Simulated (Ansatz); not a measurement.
**InH₂I (SMILES [InH2][I]): functionals against CCSD(T) at one geometry**

The task here is to estimate one member of a computed series from the others.

Program: Ansatz 0.2.0, Gaussian basis. Level of theory: single points in def2-TZVPP. These are calculated values, not measurements.

Cores are frozen in the correlated methods. Filled d shells of the heavier atoms are correlated. Core potentials replace the inner electrons past krypton, and spin-orbit coupling is left out.

**Where the work starts**

SMILES `[InH2][I]`, 4 atoms, charge 0, spin multiplicity 1.

Atoms are counted from 1 here; the program's logs count them from 0.

Bond lengths: In1–I2 2.732 Å, In1–H3 1.723 Å, In1–H4 1.752 Å. Angles: I2–In1–H3 118.3°, I2–In1–H4 117.9°, H3–In1–H4 123.8°.

Coordinates:

```xyz
4
charge 0, multiplicity 1
In   -0.2785   -0.0331   -0.0671
I     2.2860    0.2947    0.8167
H    -1.0747   -1.5233    0.2693
H    -0.9907    1.2598   -1.0112
```

The first run:

File run/in.yaml:

```yaml
crystal:
  periodic: [false, false, false]
  atoms:
    - {symbol: In, position_ang: [-0.278500, -0.033100, -0.067100]}
    - {symbol: I, position_ang: [2.286000, 0.294700, 0.816700]}
    - {symbol: H, position_ang: [-1.074700, -1.523300, 0.269300]}
    - {symbol: H, position_ang: [-0.990700, 1.259800, -1.011200]}
basis:
  gaussian: {orbitals: def2-TZVPP}
correlation: {method: ccsd_t}
output: {forces: true}
```

No record of the launch command was kept for these runs.

Among the steps run: CCSD(T)/def2-TZVPP; PBE0-D4/def2-TZVPP; wB97M-V/def2-TZVPP; r2SCAN-D4/def2-TZVPP; PBE-D4/def2-TZVPP; r2SCANh-D4/def2-TZVPP; BLYP-D4/def2-TZVPP.

One table of the session follows, with a row left open; its other results are not shown here.

| method | RMS force component (eV/Å) | angle to CCSD(T) forces (°) | dipole (D) |
| --- | --- | --- | --- |
| CCSD(T) | 0.275 | reference | 2.07 |
| PBE0-D4 | ? | ? | ? |
| wB97M-V | 0.295 | 3.7 | 2.20 |
| r2SCAN-D4 | 0.244 | 7.8 | 2.05 |
| PBE-D4 | 0.178 | 21.6 | 1.90 |
| r2SCANh-D4 | 0.264 | 6.0 | 2.10 |
| BLYP-D4 | 0.140 | 49.0 | 1.84 |

Estimate the missing values for PBE0-D4.

As computed: RMS force component (eV/Å): 0.247; angle to CCSD(T) forces (°): 5.4; dipole (D): 2.09. In the column «RMS force component (eV/Å)» it lies between r2SCAN-D4 (0.244) and r2SCANh-D4 (0.264).
